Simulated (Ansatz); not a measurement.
**CdGe3 in Ansatz: convergence with k mesh**

CdGe3:

```
CELL_PARAMETERS angstrom
-2.11466 2.11466 4.65673
2.11466 -2.11466 4.65673
2.11466 2.11466 -4.65673
ATOMIC_POSITIONS crystal
Cd 0.00000 0.00000 0.00000
Ge 0.50000 0.50000 0.00000
Ge 0.25000 0.75000 0.50000
Ge 0.75000 0.25000 0.50000
```

The cell comes from a database or a generator and needn't be the stable form of this composition.

```yaml
Program: Ansatz 0.2.0
Task: convergence study
Functional: PBEsol
Potentials_or_basis: Ansatz PAW
Cutoff: "420 eV (not typed: the program's choice for these potentials)"
k_mesh: 3 × 3 × 3
Occupations: fermi-dirac, width 0.1 eV
Spin: spin-orbit coupling, no magnetisation
```

These are the settings of the first run; the series varies k mesh, with any setting tied to it.

Hardware: 2 threads of Arm Neoverse V1, on a shared host.

Problem. The values tried are 3 × 3 × 3, 4 × 4 × 4, 5 × 5 × 5, 7 × 7 × 7, 8 × 8 × 8, 10 × 10 × 10, 12 × 12 × 12, 15 × 15 × 15, loosest first. From which on does the energy stay within 1 meV/atom of the tightest run that finished?

Solution. From 12 × 12 × 12 on.

```tsv
k mesh	energy less the tightest run, at zero smearing (meV/atom)	pressure (GPa)	SCF cycles	CPU time (s)	peak memory (GiB)
3 × 3 × 3	-71.36	-4.50	9	8.2	0.61
4 × 4 × 4	-14.25	-4.19	8	15	0.65
5 × 5 × 5	8.71	-4.10	9	22	0.68
7 × 7 × 7	-0.50	-4.31	8	41	0.82
8 × 8 × 8	-2.64	-4.17	9	66	0.94
10 × 10 × 10	2.08	-4.09	8	100	1.2
12 × 12 × 12	0.32	-4.17	8	160	1.6
15 × 15 × 15	0.00	-4.17	9	330	2.3
```

Against the tightest run, the pressure stays within 0.1 GPa from 8 × 8 × 8 on. Meshes of other sizes hit other points, so gaps and Fermi surfaces needn't settle smoothly. The tightest run that finished is the yardstick and may itself not be fully converged.

Caveat, for the tightest run too: the PAW data sets come from PBE, with cores solved anew for the run's functional, which leaves a small shift of forces and pressure.
